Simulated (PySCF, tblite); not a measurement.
# C7H12O: a rotation path, then NMR shifts on frames

Aim: move C7H12O (`CC(=O)C(C)=C(C)C`) away from its starting geometry and see how NMR shifts follow the geometry.

Computed with tblite 0.8.0 and PySCF 2.14.0, with density-fitted response routines of our own, on a single molecule in the gas phase. Atoms are numbered from 0 throughout.

## (1) Starting geometry

20 atoms, charge 0, multiplicity 1; geometry from: GFN2-xTB.

Bonds of the start (Å): C0–C1 1.52, C1–O2 1.21, C1–C3 1.48, C3–C4 1.51, C3–C5 1.35, C5–C6 1.50, C5–C7 1.49, C0–H8 1.09, C0–H9 1.09, C0–H10 1.09, C4–H11 1.09, C4–H12 1.09, C4–H13 1.09, C6–H14 1.09, C6–H15 1.09, C6–H16 1.09, C7–H17 1.09, C7–H18 1.08, C7–H19 1.09.

## (2) A band between two rotamers with GFN2-xTB

What the job is given:

```
{"job": {"kind": "neb", "xc": "GFN2-xTB", "basis": "xTB", "atoms": [0, 1, 3, 4], "turn": 180}, "charge": 0, "multiplicity": 1}
C      2.699233    -0.122817    -0.196078
C      1.329442    -0.189990    -0.840840
O      1.211316    -0.611620    -1.974052
C      0.196361     0.255887    -0.007427
C      0.489197     1.231524     1.103140
C     -1.051424    -0.230359    -0.169129
C     -2.155788     0.182865     0.761385
C     -1.460400    -1.207301    -1.220179
H      3.372022    -0.783221    -0.737861
H      3.090572     0.890109    -0.271239
H      2.660162    -0.407660     0.851131
H      1.409031     1.777826     0.922126
H     -0.317214     1.955850     1.191509
H      0.577865     0.716233     2.060685
H     -2.371634     1.245544     0.650884
H     -3.066204    -0.372054     0.553005
H     -1.874056     0.011523     1.799376
H     -2.080259    -1.989333    -0.782704
H     -0.607414    -1.650482    -1.722733
H     -2.055956    -0.691845    -1.974035
```

With the program's defaults for keys left out, this is: GFN2-xTB climbing-image nudged elastic band, gas phase.

Command:

```
> OMP_NUM_THREADS=1 python probes_run.py task.json out
```

This one command runs all jobs of the session in turn.

Standard output:

```text
image   E - E0 / eV
  0       0.0000
  1       0.0344
  2       0.0819
  3       0.0851
  4       0.1290
  5       0.1501
  6       0.1900
  7       0.1253
  8       0.0798
```

Wall time 7.9 s (1 thread of Intel Xeon 6975P-C, shared host); peak memory 0.19 GiB.

The final band, with the dihedral C0–C1–C3–C4:

```csv
image,dihedral (°),energy (eV),energy (kcal/mol)
0,25,0.000,0.0
1,49,0.034,0.8
2,75,0.082,1.9
3,104,0.085,2.0
4,129,0.129,3.0
5,146,0.150,3.5
6,173,0.190,4.4
7,206,0.125,2.9
8,227,0.080,1.8
```

## (3) NMR shieldings: image 0, PBE0/pcSseg-1

What the job is given:

```
{"job": {"kind": "nmr", "xc": "PBE0", "basis": "pcSseg-1", "pop": false}, "charge": 0, "multiplicity": 1}
C      2.699200    -0.122800    -0.196100
C      1.329400    -0.190000    -0.840800
O      1.211300    -0.611600    -1.974100
C      0.196400     0.255900    -0.007400
C      0.489200     1.231500     1.103100
C     -1.051400    -0.230400    -0.169100
C     -2.155800     0.182900     0.761400
C     -1.460400    -1.207300    -1.220200
H      3.372000    -0.783200    -0.737900
H      3.090600     0.890100    -0.271200
H      2.660200    -0.407700     0.851100
H      1.409000     1.777800     0.922100
H     -0.317200     1.955800     1.191500
H      0.577900     0.716200     2.060700
H     -2.371600     1.245500     0.650900
H     -3.066200    -0.372100     0.553000
H     -1.874100     0.011500     1.799400
H     -2.080300    -1.989300    -0.782700
H     -0.607400    -1.650500    -1.722700
H     -2.056000    -0.691800    -1.974000
```

Method: GIAO PBE0/pcSseg-1 NMR shielding, non-relativistic, gas phase.

Standard output:

```text
coarse grid: 16128 points
cycle   1  E = -348.5117473309  dE =  9.850e-01  |g| = 8.362e-01  |ddm| = 3.986e+00
cycle   2  E = -348.1449133919  dE =  3.668e-01  |g| = 1.603e+00  |ddm| = 2.867e+00
cycle   3  E = -348.6484495780  dE = -5.035e-01  |g| = 2.280e-01  |ddm| = 2.272e+00
cycle   4  E = -348.6603204451  dE = -1.187e-02  |g| = 5.306e-02  |ddm| = 2.630e-01
cycle   5  E = -348.6609402806  dE = -6.198e-04  |g| = 1.474e-02  |ddm| = 6.560e-02
cycle   6  E = -348.6609817010  dE = -4.142e-05  |g| = 6.389e-03  |ddm| = 1.607e-02
cycle   7  E = -348.6609907122  dE = -9.011e-06  |g| = 2.045e-03  |ddm| = 6.649e-03
final grid: 154128 points
cycle   8  E = -348.7204271899  dE = -4.343e-05  |g| = 1.447e-02  |ddm| = 4.537e-02
cycle   9  E = -348.7203292779  dE =  9.791e-05  |g| = 2.649e-02  |ddm| = 3.733e-02
cycle  10  E = -348.7204709007  dE = -1.416e-04  |g| = 3.263e-03  |ddm| = 2.661e-02
cycle  11  E = -348.7204730512  dE = -2.150e-06  |g| = 3.758e-04  |ddm| = 2.831e-03
cycle  12  E = -348.7204730688  dE = -1.766e-08  |g| = 2.829e-04  |ddm| = 6.281e-04
cycle  13  E = -348.7204730884  dE = -1.956e-08  |g| = 4.122e-05  |ddm| = 2.870e-04
cycle  14  E = -348.7204730888  dE = -3.834e-10  |g| = 1.314e-05  |ddm| = 6.410e-05
converged SCF energy = -348.7204730888

GIAO shielding tensors (ppm)
atom      isotropic    diamagn.    paramagn.     s11        s22        s33       span
  0 C      154.646     254.323     -99.677    137.916    142.180    183.843     45.926
  1 C      -17.059     246.840    -263.900    -98.375    -46.903     94.100    192.476
  2 O     -325.590     403.646    -729.236   -926.649   -378.853    328.731   1255.380
  3 C       51.301     267.183    -215.881    -54.488     66.265    142.127    196.616
  4 C      168.484     248.573     -80.089    160.505    166.000    178.949     18.444
  5 C       27.987     262.077    -234.090    -75.728      1.162    158.526    234.254
  6 C      160.762     249.486     -88.724    146.302    155.843    180.141     33.839
  7 C      160.915     247.483     -86.568    141.584    156.083    185.079     43.495
  8 H       29.620      29.266       0.355     26.302     28.111     34.447      8.145
  9 H       29.224      29.935      -0.711     25.545     29.083     33.044      7.498
 10 H       29.536      31.778      -2.243     25.859     30.670     32.078      6.219
 11 H       29.826      31.955      -2.128     25.062     29.476     34.940      9.878
 12 H       29.896      31.923      -2.026     25.097     30.082     34.510      9.413
 13 H       29.781      31.238      -1.458     26.494     27.579     35.269      8.775
 14 H       29.720      30.778      -1.058     25.710     28.411     35.040      9.331
 15 H       30.033      30.425      -0.392     25.736     29.691     34.672      8.937
 16 H       29.766      31.329      -1.563     25.367     29.293     34.638      9.270
 17 H       30.380      30.255       0.125     26.198     29.250     35.693      9.495
 18 H       27.757      31.818      -4.061     21.468     28.443     33.361     11.893
 19 H       29.738      29.603       0.136     26.476     27.219     35.519      9.043
```

It took 21 s on 1 thread of Intel Xeon 6975P-C, shared host; peak memory 0.88 GiB.

Shifts follow as δ = σ(reference) − σ, with reference shieldings (ppm) from runs at the same level and on the same kind of geometry: ¹H TMS 31.72, ¹³C TMS 186.9, ¹⁷O H2O 336.1. The references are single molecules in the gas phase, so shifts against H2O, NH3, PH3, H3PO4 or CFCl3 are not on the usual liquid scales and can be off by tens of ppm. Each atom is listed at this fixed geometry, with no averaging over motion; a spectrum would average atoms that exchange fast.

```csv
atoms,environment,σ (ppm),δ (ppm)
C1,ketone carbonyl carbon,-17.1,204.0
C5,β carbon of a C=C–C=O unit,28.0,158.9
C3,α carbon of a C=C–C=O unit,51.3,135.6
C0,methyl carbon α to a carbonyl,154.6,32.3
C6,allylic methyl carbon,160.8,26.2
C7,allylic methyl carbon,160.9,26.0
C4,allylic methyl carbon,168.5,18.4
H18,hydrogen on an allylic methyl carbon,27.76,3.96
H9,hydrogen on a methyl carbon α to a carbonyl,29.22,2.49
H10,hydrogen on a methyl carbon α to a carbonyl,29.54,2.18
H8,hydrogen on a methyl carbon α to a carbonyl,29.62,2.10
H14,hydrogen on an allylic methyl carbon,29.72,2.00
H19,hydrogen on an allylic methyl carbon,29.74,1.98
H16,hydrogen on an allylic methyl carbon,29.77,1.95
H13,hydrogen on an allylic methyl carbon,29.78,1.94
H11,hydrogen on an allylic methyl carbon,29.83,1.89
H12,hydrogen on an allylic methyl carbon,29.90,1.82
H15,hydrogen on an allylic methyl carbon,30.03,1.68
H17,hydrogen on an allylic methyl carbon,30.38,1.34
O2,ketone oxygen,-325.6,661.7
```

## (4) Shielding tensors: image 3, PBE0/pcSseg-1

What the job is given:

```
{"job": {"kind": "nmr", "xc": "PBE0", "basis": "pcSseg-1", "pop": false}, "charge": 0, "multiplicity": 1}
C      2.276800    -0.828400    -0.360700
C      1.407200     0.317100    -0.827100
O      1.710600     1.024000    -1.756600
C      0.199600     0.566900     0.020200
C      0.336900     1.763500     0.921900
C     -0.896700    -0.188400    -0.035800
C     -2.089300     0.091400     0.834900
C     -1.055600    -1.325900    -0.999400
H      2.937800    -1.154100    -1.160100
H      2.888000    -0.459000     0.462700
H      1.678600    -1.655800     0.008400
H      1.145300     2.402400     0.574200
H     -0.582700     2.344400     0.940500
H      0.559100     1.447500     1.942100
H     -2.535000     1.052600     0.578600
H     -2.845100    -0.678700     0.708200
H     -1.801800     0.130600     1.884400
H     -1.297300    -2.245700    -0.466200
H     -0.160500    -1.481900    -1.594800
H     -1.881300    -1.111900    -1.678400
```

Level: GIAO PBE0/pcSseg-1 NMR shielding, non-relativistic, gas phase.

Standard output:

```text
coarse grid: 16128 points
cycle   1  E = -348.5085514010  dE =  9.706e-01  |g| = 8.315e-01  |ddm| = 3.968e+00
cycle   2  E = -348.1618793302  dE =  3.467e-01  |g| = 1.588e+00  |ddm| = 2.533e+00
cycle   3  E = -348.6437328274  dE = -4.819e-01  |g| = 2.231e-01  |ddm| = 1.960e+00
cycle   4  E = -348.6552728287  dE = -1.154e-02  |g| = 5.128e-02  |ddm| = 2.582e-01
cycle   5  E = -348.6558326651  dE = -5.598e-04  |g| = 1.563e-02  |ddm| = 6.239e-02
cycle   6  E = -348.6558802820  dE = -4.762e-05  |g| = 6.514e-03  |ddm| = 1.752e-02
cycle   7  E = -348.6558897647  dE = -9.483e-06  |g| = 1.778e-03  |ddm| = 6.337e-03
final grid: 154128 points
cycle   8  E = -348.7156678196  dE = -4.633e-05  |g| = 1.440e-02  |ddm| = 4.397e-02
cycle   9  E = -348.7155764493  dE =  9.137e-05  |g| = 2.605e-02  |ddm| = 3.515e-02
cycle  10  E = -348.7157104990  dE = -1.340e-04  |g| = 3.358e-03  |ddm| = 2.477e-02
cycle  11  E = -348.7157127947  dE = -2.296e-06  |g| = 3.849e-04  |ddm| = 2.748e-03
cycle  12  E = -348.7157128136  dE = -1.888e-08  |g| = 2.774e-04  |ddm| = 6.366e-04
cycle  13  E = -348.7157128324  dE = -1.886e-08  |g| = 4.091e-05  |ddm| = 2.667e-04
cycle  14  E = -348.7157128328  dE = -3.747e-10  |g| = 1.259e-05  |ddm| = 6.130e-05
converged SCF energy = -348.7157128328

GIAO shielding tensors (ppm)
atom      isotropic    diamagn.    paramagn.     s11        s22        s33       span
  0 C      152.256     254.441    -102.186    130.058    138.174    188.535     58.478
  1 C      -30.061     247.551    -277.612   -114.849    -73.423     98.088    212.937
  2 O     -349.054     399.393    -748.447   -965.933   -424.510    343.280   1309.213
  3 C       43.897     267.848    -223.951    -55.752     58.460    128.983    184.735
  4 C      167.729     247.117     -79.388    153.678    165.142    184.367     30.689
  5 C       51.269     262.842    -211.574    -56.040     48.389    161.456    217.496
  6 C      165.767     248.246     -82.479    155.030    157.867    184.406     29.376
  7 C      161.559     249.248     -87.689    148.788    153.884    182.005     33.217
  8 H       29.647      29.617       0.029     26.648     27.499     34.793      8.146
  9 H       29.382      30.222      -0.840     26.583     28.586     32.977      6.394
 10 H       29.294      32.756      -3.463     26.233     30.204     31.443      5.210
 11 H       29.949      30.396      -0.447     25.924     29.056     34.867      8.943
 12 H       29.846      31.160      -1.314     25.914     28.993     34.631      8.717
 13 H       29.948      30.608      -0.660     26.106     28.090     35.649      9.543
 14 H       29.794      30.313      -0.519     25.710     28.133     35.538      9.828
 15 H       30.299      30.182       0.117     25.994     29.666     35.236      9.242
 16 H       29.914      31.084      -1.171     25.936     28.678     35.127      9.191
 17 H       30.018      30.637      -0.619     26.747     27.921     35.385      8.638
 18 H       29.911      32.542      -2.631     25.133     30.384     34.214      9.081
 19 H       29.828      30.000      -0.172     26.296     27.652     35.535      9.239
```

Run time: 21 s. Hardware: 1 thread of Intel Xeon 6975P-C, shared host; peak memory 0.89 GiB.

This run: δ C1 217.0, C3 143.0, C5 135.7, C0 34.7, H10 2.42, H9 2.34 ppm.

(Part 1 of 2 ends here.)
